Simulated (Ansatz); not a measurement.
# AgTe4Au: the cost of one run

Method: DFT r2SCAN, scalar-relativistic, plane waves, PAW, in Ansatz 0.2.0.

## 1. Starting point

It takes space group P2/c (No. 13, monoclinic). Conventional cell: a = 8.864 Å, b = 4.478 Å, c = 10.178 Å, α = 90.00°, β = 124.44°, γ = 90.00°. Ag (site symmetry 2) is surrounded by 4 Te at 2.74 to 2.93 Å. Around Te (site symmetry 1) lie 1 Au at 2.68 Å and 1 Te at 2.82 Å and 1 Ag at 2.93 Å. Te (site symmetry 1) has 1 Au at 2.69 Å and 1 Ag at 2.74 Å and 1 Te at 2.82 Å in its first shell of neighbours. Au (site symmetry -1) is surrounded by 4 Te at 2.68 to 2.69 Å.

Structure file:

```cif
data_structure
_symmetry_space_group_name_H-M 'P2/c'
_symmetry_Int_Tables_number 13
_cell_length_a 8.8636
_cell_length_b 4.4780
_cell_length_c 10.1778
_cell_angle_alpha 90.000
_cell_angle_beta 124.444
_cell_angle_gamma 90.000
_cell_volume 333.14
loop_
_atom_site_label
_atom_site_type_symbol
_atom_site_symmetry_multiplicity
_atom_site_Wyckoff_symbol
_atom_site_fract_x
_atom_site_fract_y
_atom_site_fract_z
_atom_site_occupancy
Ag1 Ag 2 f 0.50000 0.51820 0.25000 1
Te1 Te 4 g 0.70140 0.02780 0.70110 1
Te2 Te 4 g 0.19110 0.40450 0.95450 1
Au1 Au 2 a 0.00000 0.00000 0.00000 1
```

The structure comes from the Crystallography Open Database.

(A quick probe on a coarse mesh, which set the mesh and smearing, is not shown.)

## 3. Relaxing cell and atoms

input.yaml

```yaml
crystal:
  lattice:
    - [8.8636065862, 0.0, 0.0]
    - [0.0, 4.478, 0.0]
    - [-5.7566107065, 0.0, 8.39339482]
  atoms:
    - { symbol: Ag, position: [0.5, 0.5182, 0.25] }
    - { symbol: Ag, position: [0.5, 0.4818, 0.75] }
    - { symbol: Te, position: [0.7014, 0.0278, 0.7011] }
    - { symbol: Te, position: [0.2986, 0.0278, 0.7989] }
    - { symbol: Te, position: [0.2986, 0.9722, 0.2989] }
    - { symbol: Te, position: [0.7014, 0.9722, 0.2011] }
    - { symbol: Te, position: [0.1911, 0.4045, 0.9545] }
    - { symbol: Te, position: [0.8089, 0.4045, 0.5455] }
    - { symbol: Te, position: [0.8089, 0.5955, 0.0455] }
    - { symbol: Te, position: [0.1911, 0.5955, 0.4545] }
    - { symbol: Au, position: [0.0, 0.0, 0.0] }
    - { symbol: Au, position: [0.0, 0.0, 0.5] }
basis:
  ecutwfc: 500
kpoints:
  mp_grid: { grid: [6, 8, 4] }
hamiltonian:
  xc: r2scan
scf:
  occupations: { method: gaussian, width: 0.1 }
output:
  forces: true
  stress: true
  eigenvalues: true
relax:
  adjacent_minimum: "off"
  f_tol: 0.005
  max_steps: 80
  cell: { stress_tol: 0.05 }
```

Command:

```console
ansatz run input.yaml --threads 8 --pin off --max-ram 22528MiB --backend cpu --events-out ev --progress --plain --runs-dir out
```

**Question.** How long does this run take on 8 threads of AMD EPYC 9R45 (Zen 5), shared host, and how much memory does it need?

About 2.5 min, with a peak of 4.8 GiB.
